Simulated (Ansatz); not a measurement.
**GeHF: a ladder of functionals and wavefunction methods**

An exercise on one series of results from a longer session: the logs are not shown, and one member is left open.

Method: functionals in def2-TZVPP, the program's frozen cores in correlated methods; program: Ansatz 0.2.0, Gaussian basis.

Levels to be run: LDA (SPW92), PBE-D4, revPBE-D4, BLYP-D4, r2SCAN-D4, B97M-V, PBE0-D4, B3LYP-D4, r2SCANh-D4, r2SCAN0-D4, HSE06-D4, BHLYP-D4, CAM-B3LYP-D4, LC-ωPBE, ωB97X-V, ωB97M-V, B2PLYP, PBE-QIDH; CCSD(T)/def2-SVP; CCSD(T)/def2-TZVPP; CCSD(T)/def2-QZVPP; extrapolation to the limit; RPA on PBE.

## The geometry

All runs share one geometry, relaxed beforehand with PBE0-D4 in a triple-zeta def2 set.

SMILES `[F][GeH]`, 3 atoms, charge 0, spin multiplicity 1.

Atoms are counted from 1 here; the program's logs count them from 0.

Bond lengths: F1–Ge2 1.757 Å, Ge2–H3 1.609 Å. Angles: F1–Ge2–H3 94.2°.

The first run:

in.yaml

```yaml
crystal:
  periodic: [false, false, false]
  atoms:
    - {symbol: F, position_ang: [0.672104, 1.012635, 0.469698]}
    - {symbol: Ge, position_ang: [-0.657860, 0.195237, -0.335600]}
    - {symbol: H, position_ang: [-0.025244, -1.272673, -0.147399]}
basis:
  gaussian: {orbitals: def2-TZVPP}
hamiltonian: {xc: lda}
output: {orbitals: {seedname: orbitals}}
```

Among the steps run: LDA; PBE-D4 (GGA); revPBE-D4 (GGA); BLYP-D4 (GGA); r2SCAN-D4 (meta-GGA); B97M-V (meta-GGA); PBE0-D4 (hybrid); B3LYP-D4 (hybrid); r2SCANh-D4 (hybrid); r2SCAN0-D4 (hybrid); HSE06-D4 (hybrid); BHLYP-D4 (hybrid); CAM-B3LYP-D4 (range-separated); LC-ωPBE-D4 (range-separated; the results give it without D4); ωB97X-V (range-separated); ωB97M-V (range-separated); B2PLYP (double hybrid); PBE-QIDH (double hybrid).

One table of the session follows, with a row left open; its other results are not shown here.

It belongs to the step «Frontier levels by functional». 

```
  functional  HOMO (eV)  LUMO (eV)  gap (eV)
 LDA (SPW92)      -6.19      -3.91      2.27
      PBE-D4      -6.07      -3.65      2.42
   revPBE-D4      -6.02      -3.55      2.47
     BLYP-D4      -5.99      -3.59      2.40
   r2SCAN-D4      -6.37      -3.56      2.81
      B97M-V      -6.37      -3.54      2.83
     PBE0-D4      -7.22      -2.82      4.40
    B3LYP-D4      -7.07      -3.09      3.98
  r2SCANh-D4      -6.79      -3.25      3.55
  r2SCAN0-D4          ?          ?         ?
    HSE06-D4      -6.82      -3.20      3.62
    BHLYP-D4      -8.29      -1.98      6.31
CAM-B3LYP-D4      -8.56      -1.79      6.77
     LC-ωPBE      -9.82      -0.55      9.27
     ωB97X-V      -9.50      -0.67      8.83
     ωB97M-V      -9.37      -0.79      8.58
```

Q: Estimate the row for r2SCAN0-D4 from the others.

Worked estimate for «HOMO (eV)». Against the share of exact exchange, r2SCAN-D4 (0, -6.37), r2SCANh-D4 (0.1, -6.79) give a slope of -4.20 per unit share; at 0.25 the line stands at -7.42.

As computed: HOMO (eV): -7.42; LUMO (eV): -2.78; gap (eV): 4.64. In «HOMO (eV)» the line misses by 0.00.
